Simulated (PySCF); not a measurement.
# C5H3Cl2F: the cost of one run

Programs: PySCF 2.14.0, with routines of our own; each step states its level. All values are computed. Atoms count from 0.

### 1 The starting structure

11 atoms, charge 0, multiplicity 1; geometry from: GFN2-xTB.

### 2 Magnetic properties: GIAO BHandHLYP/pcSseg-1

What the job is given:

```
{"job": {"kind": "mag", "xc": "BHandHLYP", "basis": "pcSseg-1", "isotopologues": 2}, "charge": 0, "multiplicity": 1}
F      1.673818    -2.036256    -0.606760
C      1.566073    -0.720264    -0.372636
Cl     3.064021     0.103947    -0.480550
C      0.401067    -0.159573    -0.091357
C     -1.032057    -0.663219     0.055952
C     -1.367990     0.785208     0.347590
C     -0.090747     1.180213     0.206972
Cl     0.728716     2.663856     0.315254
H     -1.185517    -1.357477     0.879367
H     -1.461328    -1.070770    -0.856794
H     -2.290632     1.277006     0.576998
```

With the program's defaults for keys left out, this is: GIAO BHandHLYP/pcSseg-1 magnetisability, rotational g tensor and spin-rotation constants, non-relativistic, gas phase.

The run is started by

```sh
> OMP_NUM_THREADS=1 python excited_run.py task.json out
```

The driver reads the jobs from task.json and runs them one after another.

Q: Estimate the wall time and peak memory of this first job on 1 thread of Arm Neoverse N1, shared host.

About 37 s, with a peak of 0.81 GiB.
